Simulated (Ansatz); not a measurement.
# Hf₂ (quintet): from Hartree-Fock to the top rungs, def2-QZVPP

An exercise on one series of results from a longer session: the logs are not shown, and one member is left open.

The runs use Ansatz 0.2.0, Gaussian basis; def2-QZVPP, core rule «outside noble gas», up to 8 orbitals frozen.

To be run: UHF; ROHF; CCSD(T) on UHF.

## The system

The geometry is a PBE0/def2-TZVP stationary point (not a proven minimum). No spin-orbit coupling is included. Elements past krypton take def2 core potentials.

2 atoms, charge 0, spin multiplicity 5.

Atoms are counted from 1 here; the program's logs count them from 0.

Bond lengths: Hf1–Hf2 2.714 Å.

Set-up of the first run:

The input, in.yaml:

```yaml
crystal:
  periodic: [false, false, false]
  atoms:
    - {symbol: Hf, position_ang: [0.000000, 0.000000, 0.000000]}
    - {symbol: Hf, position_ang: [0.000000, 0.000000, 2.713600]}
basis:
  gaussian: {orbitals: "def2-QZVPP.json"}
magnetization: {spin_polarized: true, initial_magnetization: 4}
hamiltonian: {xc: hf}
output: {orbitals: {seedname: orbitals}}
```

Run with:

```console
$ ansatz run in.yaml --threads 1 --pin off --events-out ev --progress --plain --max-ram 4096MiB --backend cpu
```

Steps of the session up to this table: UHF; ROHF; CCSD(T) on UHF.

One table of the session follows, with a row left open; its other results are not shown here.

| method | from UCCSD(T) (meV) |
| --- | --- |
| ROHF | ? |
| UMP2 | +1463.7 |
| UCCSD | +522.5 |
| UCCSD(T) | 0 |

**Question.** Estimate the row for ROHF.

The run gave: from UCCSD(T) (meV): +5647.2. In the column «from UCCSD(T) (meV)» it is the highest.

Left out of the table: UHF (another determinant or state than the rows shown).

The program flags UCCSD(T) as in doubt (see the logs), so the zero of the table is itself unsure.

Limits of these values: The determinant is far from a pure spin state, so its energy mixes those of several spin states (harmless only where they are near-degenerate, as at dissociation). The report flags that the cluster equations may have other roots. The program flags UCCSD(T) as in doubt, so the zero of the table is itself unsure. Warnings: spin contamination; coupled cluster took another determinant than the lowest.
